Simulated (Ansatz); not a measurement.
**Cs2SnHgSe4: a short molecular-dynamics run**

What does Cs2SnHgSe4 do over 8 steps of 1 fs under a Langevin thermostat at 300 K? The cell is a randomly packed cell of 8 atoms, taken as it stands, without a relaxation.

All numbers below are computed with Ansatz 0.2.0 (DFT PBE, plane waves, PAW, scalar-relativistic, no spin polarisation).

## 1. Starting point

The cell holds 8 atoms (Cs2HgSe4Sn): a = 6.011 Å, b = 6.495 Å, c = 7.027 Å, α = 94.04°, β = 86.93°, γ = 78.51°.

Coordinates:

```
CELL_PARAMETERS angstrom
5.96968 0.67068 0.21773
0.55940 6.45136 0.50803
0.24535 -1.06652 6.94081
ATOMIC_POSITIONS crystal
Sn 0.44982 0.57248 0.72217
Hg 0.89535 0.87845 0.91325
Cs 0.95488 0.62313 0.44979
Cs 0.55192 0.18002 0.29490
Se 0.44588 0.03294 0.82466
Se 0.77032 0.50813 0.00104
Se 0.02122 0.21312 0.74527
Se 0.30317 0.78570 0.08326
```

## 2. The run

input.yaml reads:

```yaml
crystal:
  lattice:
    - [5.969681, 0.670676, 0.217729]
    - [0.559399, 6.451357, 0.508029]
    - [0.245346, -1.066522, 6.940807]
  atoms:
    - { symbol: Sn, position: [0.449821, 0.572476, 0.722168] }
    - { symbol: Hg, position: [0.895348, 0.878451, 0.913249] }
    - { symbol: Cs, position: [0.954878, 0.623135, 0.449789] }
    - { symbol: Cs, position: [0.551917, 0.180018, 0.294898] }
    - { symbol: Se, position: [0.445877, 0.032936, 0.82466] }
    - { symbol: Se, position: [0.770321, 0.508132, 0.001036] }
    - { symbol: Se, position: [0.021216, 0.213124, 0.745273] }
    - { symbol: Se, position: [0.303175, 0.785696, 0.083257] }
kpoints:
  mp_grid: { grid: [3, 3, 2] }
magnetization:
  spin_polarized: false
scf:
  occupations: { method: cold, width: 0.15 }
  convergence: { dr2_threshold: -1.0e-06 }
  max_iter: 50
hamiltonian:
  pseudopotentials: { kind: paw }
  xc: pbe
basis:
  ecutwfc: 420
md:
  timestep: 1.0
  n_steps: 8
  ensemble: nvt_langevin
  temperature: 300.0
  initial_velocities: maxwell_boltzmann
  seed: 493846
```

Started as:

```
$ ansatz run input.yaml --threads 2 --pin off --max-ram 2560MiB --backend cpu --events-out ev --progress --plain --runs-dir out
```

What does the calculation give? Wanted: outcome.

As calculated:

```
quantity    value
 outcome  refused
```

In words: The run has to be repeated with the input mended.
